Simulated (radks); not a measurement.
**Valence configurations of Xe²⁺**

The task here is to estimate one member of a computed series from the others.

The numbers are computed with radks (a radial shooting solver on a logarithmic mesh, Libxc functionals) version 1 (Dirac Kohn-Sham, BLYP, spin-unpolarised, spherical densities, finite nucleus; open shells fill j = l - 1/2 first), except any that are marked as measured or tabulated.

## Starting point

* element: xenon (Z = 54)
* charge: +2
* electrons: 52
* configuration: [Kr] 4d10 5s2 5p4
* nuclear rms radius: 4.7859 fm
* others tried: 4d10 5s1 5p5; 4d9.5 5s2 5p4.5; 4d9 5s2 5p5; 4d8 5s2 5p6; 4d10 5p6; 4d9 5s1 5p6

Set-up of the first run:

The run's settings:

```text
Z 54
configuration [Kr] 4d10 5s2 5p4
relativity Dirac
functional b88,lyp
spin unpolarised
j_filling energy
nucleus finite rms 4.7859 fm
c 137.035999084
```

Among the steps run: [Kr] 4d10 5s2 5p4.

One table of the session follows, with a row left open; its other results are not shown here.

It belongs to the step «[Kr] 4d10 5s2 5p4». Radial moments (bohr):

| level | <r> | outermost maximum (interpolated) | 90 % within | nodes |
| --- | --- | --- | --- | --- |
| 4s1/2 | ? | ? | ? | ? |
| 4p1/2 | 0.7455 | 0.677 | 1.09 | 2 |
| 4p3/2 | 0.7734 | 0.701 | 1.13 | 2 |
| 4d3/2 | 0.8690 | 0.743 | 1.32 | 1 |
| 4d5/2 | 0.8797 | 0.751 | 1.34 | 1 |
| 5s1/2 | 1.786 | 1.60 | 2.58 | 4 |
| 5p1/2 | 2.043 | 1.78 | 2.99 | 3 |
| 5p3/2 | 2.125 | 1.85 | 3.11 | 3 |

**Question.** Estimate the row for 4s1/2.

**Answer.** <r>: 0.7165; outermost maximum (interpolated): 0.661; 90 % within: 1.03; nodes: 3. In the column «<r>» it is the lowest.
